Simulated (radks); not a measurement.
**Fractional charge and spin in the 3d shell of titanium**

Aim: the energy as the spin-up occupation of 3d runs from 1 to 2 and the spin-down one from 0 to 1, against the two flat planes that join the four corners. Added charge counts from the emptiest corner (up 1, down 0).

Program: radks (a radial shooting solver on a logarithmic mesh, Libxc functionals) version 1. Level of theory: non-relativistic Kohn-Sham, PBE, spin-polarised, spherical densities, point nucleus. These are calculated values, not measurements, unless marked.

## 1. What is computed

- element: titanium (Z = 22)
- configuration: [Ar] 4s(up 0.5, down 0.5) 3d(up 2, down 1)

A shell typed twice in an input gives spin up, then spin down.

## 2. 3d: up 2, down 1

The run's settings:

```text
Z 22
configuration [Ar] 4s0.5 4s0.5 3d2 3d1
relativity non-relativistic
functional pbe,pbe
spin polarised
nucleus point
```

## 3. 3d: up 1.5, down 1

The run's settings:

```text
Z 22
configuration [Ar] 4s0.5 4s0.5 3d1.5 3d1
relativity non-relativistic
functional pbe,pbe
spin polarised
nucleus point
```

## 4. 3d: up 2, down 0.5

The run's settings:

```text
Z 22
configuration [Ar] 4s0.5 4s0.5 3d2 3d0.5
relativity non-relativistic
functional pbe,pbe
spin polarised
nucleus point
```

## 5. 3d: up 1, down 1

The run's settings:

```text
Z 22
configuration [Ar] 4s0.5 4s0.5 3d1 3d1
relativity non-relativistic
functional pbe,pbe
spin polarised
nucleus point
```

## 6. 3d: up 2, down 0

The run's settings:

```text
Z 22
configuration [Ar] 4s0.5 4s0.5 3d2 3d0
relativity non-relativistic
functional pbe,pbe
spin polarised
nucleus point
```

## 7. 3d: up 1.5, down 0.5

The run's settings:

```text
Z 22
configuration [Ar] 4s0.5 4s0.5 3d1.5 3d0.5
relativity non-relativistic
functional pbe,pbe
spin polarised
nucleus point
```

## 8. 3d: up 1, down 0.5

The run's settings:

```text
Z 22
configuration [Ar] 4s0.5 4s0.5 3d1 3d0.5
relativity non-relativistic
functional pbe,pbe
spin polarised
nucleus point
```

## 9. 3d: up 1.5, down 0

The run's settings:

```text
Z 22
configuration [Ar] 4s0.5 4s0.5 3d1.5 3d0
relativity non-relativistic
functional pbe,pbe
spin polarised
nucleus point
```

## 10. 3d: up 1, down 0

The run's settings:

```text
Z 22
configuration [Ar] 4s0.5 4s0.5 3d1 3d0
relativity non-relativistic
functional pbe,pbe
spin polarised
nucleus point
```

**Question.** What will these runs give? Wanted: for each run, down \ up; 1; 1.5; 2.

The runs gave:

```tsv
down \ up	1	1.5	2
0	0.000	-1.667	0.000
0.5	-1.624	0.201	-1.121
1	0.000	-1.164	0.000
```

What this shows: The table gives the energy in eV minus the planes, whose edge runs along up + down = one added electron. With half an added electron in each spin it lies 0.20 eV above the planes. With half an electron added in spin up alone it lies 1.67 eV below them. The planes are only a guide here: the condition holds for ground states with one frontier orbital, and this shell is degenerate.
